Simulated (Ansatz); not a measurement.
# AlGaO (triplet): wave-function methods side by side, cc-pVTZ

The task here is to estimate one member of a computed series from the others.

Method: cc-pVTZ, core rule «outside noble gas», up to 20 orbitals frozen; program: Ansatz 0.2.0, Gaussian basis.

The runs, in order: UHF; CCSD(T) on ROHF; CCSD(T) on UHF; BCCD(T) on ROHF; CCSDT(Q) on ROHF; CCSDT(Q) on UHF.

10 further runs of the same task are left out: 5 for a known fault of the program, 5 set aside as unsound or not needed.

## The geometry

The geometry is a PBE0/def2-TZVP stationary point (not a proven minimum). No spin-orbit coupling is included. The filled d shell of Ga may be among the frozen orbitals whatever the setting's name suggests; the logs give the count.

3 atoms, charge 0, spin multiplicity 3.

Atoms are counted from 1 here; the program's logs count them from 0.

Bond lengths: Al1–O2 1.696 Å, O2–Ga3 1.801 Å. Angles: Al1–O2–Ga3 180.0°.

Coordinates:

```
Al    0.0000    0.0000    1.7307
O     0.0000    0.0000    0.0350
Ga    0.0000    0.0000   -1.7657
```

The first run:

The input, in.yaml:

```yaml
crystal:
  periodic: [false, false, false]
  atoms:
    - {symbol: Al, position_ang: [0.000000, 0.000000, 1.730700]}
    - {symbol: O, position_ang: [0.000000, 0.000000, 0.035000]}
    - {symbol: Ga, position_ang: [0.000000, 0.000000, -1.765700]}
basis:
  gaussian: {orbitals: cc-pVTZ}
magnetization: {spin_polarized: true, initial_magnetization: 2}
hamiltonian: {xc: hf}
output: {orbitals: {seedname: orbitals}}
```

Launch:

```
$ ansatz run in.yaml --threads 1 --pin off --events-out ev --progress --plain --max-ram 4096MiB --backend cpu
```

Among the steps run: UHF; CCSD(T) on ROHF; CCSD(T) on UHF; BCCD(T) on ROHF; CCSDT(Q) on ROHF; CCSDT(Q) on UHF.

One table of the session follows, with a row left open; its other results are not shown here.

```
   method  from UCCSDT(Q) (meV)
     ROHF               +9409.4
      UHF                     ?
     RMP2                +658.0
     UMP2                +650.3
    RCCSD                +442.0
    UCCSD                +440.2
 RCCSD(T)                 +47.3
 UCCSD(T)                 +45.6
  BCCD(T)                 +40.4
   RCCSDT                 +31.4
   UCCSDT                 +29.9
RCCSDT(Q)                  +8.3
UCCSDT(Q)                     0
```

**Question.** Estimate the row for UHF.

As computed: from UCCSDT(Q) (meV): +9391.1. In the column «from UCCSDT(Q) (meV)» it lies between RMP2 (+658.0) and ROHF (+9409.4).

With the free atoms at the same levels and basis (separate runs), the atomisation energy is 6.717 eV at UCCSDT(Q), 6.707 eV at RCCSD(T), 6.701 eV at UCCSD(T), 4.819 eV at ROHF.

Limits of these values: Restricted and unrestricted rows rest on different reference determinants; where their highest levels disagree by more than a few hundredths of an eV, they describe different states and don't form one ladder.
